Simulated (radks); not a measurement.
# Mn⁹⁺ in [Ne] 3s2 3p4: an all-electron calculation

What are the levels of the manganese ion Mn9+, how large are its shells, and how does its energy divide?

Method: Dirac Kohn-Sham, revPBE, spin-unpolarised, spherical densities, finite nucleus; open shells are shared between the two j in proportion to 2j + 1. Code: radks (a radial shooting solver on a logarithmic mesh, Libxc functionals) version 1.

## Step 1: The system

* element: manganese (Z = 25)
* charge: +9
* electrons: 16
* configuration: [Ne] 3s2 3p4
* nuclear rms radius: 3.7057 fm

Outer shells as boxes (Hund's rule):

Mn⁹⁺
```
[Ne] core
3s [↑↓]
3p [↑↓][↑ ][↑ ]
```

## Step 2: Self-consistent calculation

The run's settings:

```text
Z 25
configuration [Ne] 3s2 3p4
relativity Dirac
functional pbe_r,pbe
spin unpolarised
j_filling average
nucleus finite rms 3.7057 fm
c 137.035999084
```

Q: Predict the outcome of this run.

As calculated:

| quantity | value |
| --- | --- |
| total energy | -1128.62436 hartree |
| exchange-correlation share of it | 4.04 % |
| −T/E | 1.0135 |
| highest occupied level | 3p3/2, -237.28 eV |
| most extended occupied level | 3p3/2, <r> = 0.777 bohr |
| radius at density 0.001 e/bohr³ | 1.92 bohr |
| maxima of the radial density | 3 |
| ionisation energy, NIST | 248.6 (semi-emp.) eV |

3 principal shells are occupied and 3 maxima appear in the radial density. −T/E is 1.013: with relativity the kinetic term as defined here no longer equals −E. Minus the highest eigenvalue, 237.28 eV, is 95 % of the tabulated ionisation energy (248.6 eV). Spin polarisation and multiplet splitting are left out.
